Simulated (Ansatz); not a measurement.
# BCCD(T)/STO-3G run of CSe (SMILES [C][Se])

Aim: the energy change on altering one bond length of CSe at BCCD(T)/STO-3G, from 2 runs. 

Program for the calculation: Ansatz 0.2.0.

47 further runs of the same task are left out: 17 that didn't finish, 30 set aside as unsound or not needed.

## Step 1: The molecule

The species is CSe (2 atoms), meant as a singlet with charge 0. As SMILES, `[C][Se]`. The shape is that of a PBE0-D4/def2-TZVP optimisation.

Bond lengths: C1–Se2 1.671 Å.

## Step 2: The energy at BCCD(T)/STO-3G

The input, run.yaml:

```yaml
crystal:
  periodic: [false, false, false]
  atoms:
    - {symbol: C, position_ang: [0.000000, 0.000000, -0.008520]}
    - {symbol: Se, position_ang: [-0.000000, -0.000000, 1.662780]}
basis:
  gaussian:
    orbitals: STO-3G
correlation:
  method: bccd_t
  frozen_orbitals: {C: 1, Se: 9}
accuracy: high
scf:
  omitted_lower_state_checks: [cluster_reference, increment]
```

On the command line:

```console
$ ansatz run run.yaml --threads 1 --pin off --max-ram 3480MiB --events-out events.jsonl --progress --plain --runs-dir runs
```

Log (excerpt; [...] marks lines left out):

```text
Warning: RAYON_NUM_THREADS=1 ignored (pool sized by the plan → 1); use --threads N
Functional definition: HF
  name "HF"
[...]
300 factors; integrals over basis functions are off by at most 1.0e-8 eV
[...]
mean field -65602.13526441 eV, -2410.8340042429 hartree, gradient 3.6e-8 eV, S^2 0.000000; 0 other end points of the search recorded, 0 dependent functions left out
10 core orbitals not correlated: weight in the atoms' cores, before any rotation towards them, 1.000 or more for the frozen orbitals, at most 0.000 for the correlated occupied ones
reference -65602.13526441 eV, -2410.8340042429 hartree; 10, 10 occupied and 3, 3 virtual orbitals, 300 factors
second order -3.09370063 eV of doubles, -0.00000000 eV of singles
cycle   1  -2.60728797 eV  change    4.9e-1 eV  update   1.6e-1
[...]
cycle  18  -3.11566026 eV  change    1.1e-9 eV  update   1.6e-9
perturbative correction -0.30707169 eV, -0.0112846765 hartree
Total energy: -65605.55799636 eV, -2410.9597873219 hartree
Checks for a lower state left out: cluster_reference, increment
```

Wall time 0.22 s (1 thread of Intel Xeon 6975P-C (Granite Rapids), shared host).

## Step 3: The distorted shape, same level

The input, molecule.yaml:

```yaml
basis:
  gaussian: {orbitals: STO-3G}
crystal:
  periodic: [false, false, false]
  atoms:
    - symbol: C
      position_ang: [0.000000, 0.000000, -0.426320]
    - symbol: Se
      position_ang: [-0.000000, -0.000000, 1.662780]
total_charge: 0
correlation: {method: bccd_t, frozen_orbitals: {C: 1, Se: 9}}
accuracy: high
scf: {omitted_lower_state_checks: [cluster_reference, increment]}
```

On the command line:

```console
$ ansatz run molecule.yaml --threads 1 --pin off --max-ram 3480MiB --events-out events.jsonl --progress --plain --runs-dir runs
```

Log (excerpt; [...] marks lines left out):

```text
Warning: RAYON_NUM_THREADS=1 ignored (pool sized by the plan → 1); use --threads N
Functional definition: HF
  name "HF"
[...]
291 factors; integrals over basis functions are off by at most 7.2e-9 eV
[...]
mean field -65599.11885253 eV, -2410.7231531509 hartree, gradient 1.8e-8 eV, S^2 0.000000; 1 other end points of the search recorded, 0 dependent functions left out; unrestricted orbitals would lower it
10 core orbitals not correlated: weight in the atoms' cores, before any rotation towards them, 1.000 or more for the frozen orbitals, at most 0.000 for the correlated occupied ones
reference -65599.11885253 eV, -2410.7231531509 hartree; 10, 10 occupied and 3, 3 virtual orbitals, 291 factors
second order -3.88715943 eV of doubles, -0.00000000 eV of singles
cycle   1  -1.26305002 eV  change     2.6e0 eV  update   3.9e-1
[...]
cycle  25  -3.85232343 eV  change    2.3e-9 eV  update  5.1e-10
perturbative correction -0.99335309 eV, -0.0365050529 hartree
Total energy: -65603.96452906 eV, -2410.9012284785 hartree
Checks for a lower state left out: cluster_reference, increment
```

It took 0.26 s on 1 thread of Intel Xeon 6975P-C (Granite Rapids), shared host.

## Step 4: Summary of results

Level: BCCD(T)/STO-3G, 10 core orbitals frozen.

| quantity | value |
| --- | --- |
| first shape: total energy | -2410.95979 Eh |
| first shape: correlation energy (10 core orbitals frozen) | -125.8 mEh |
| first shape: (T) correction | -11.28 mEh |
| distorted shape: total energy | -2410.90123 Eh |
| distorted shape: correlation energy (10 core orbitals frozen) | -178.1 mEh |
| distorted shape: (T) correction | -36.51 mEh |
| energy change with the C1–Se2 bond stretched from 1.671 to 2.089 Å | 1.593 eV |

What this shows: With the C1–Se2 bond stretched from 1.671 to 2.089 Å the energy rises by 1.59 eV (154 kJ/mol). The first shape isn't relaxed at this level, so the change isn't measured from a minimum. The minimal basis adds a large error of its own. The triples (first shape) make up 9.0 % of the correlation energy. The restricted solution (distorted shape) is unstable to spin breaking: an unrestricted one lies lower. The triples (distorted shape) make up 20.5 % of the correlation energy.
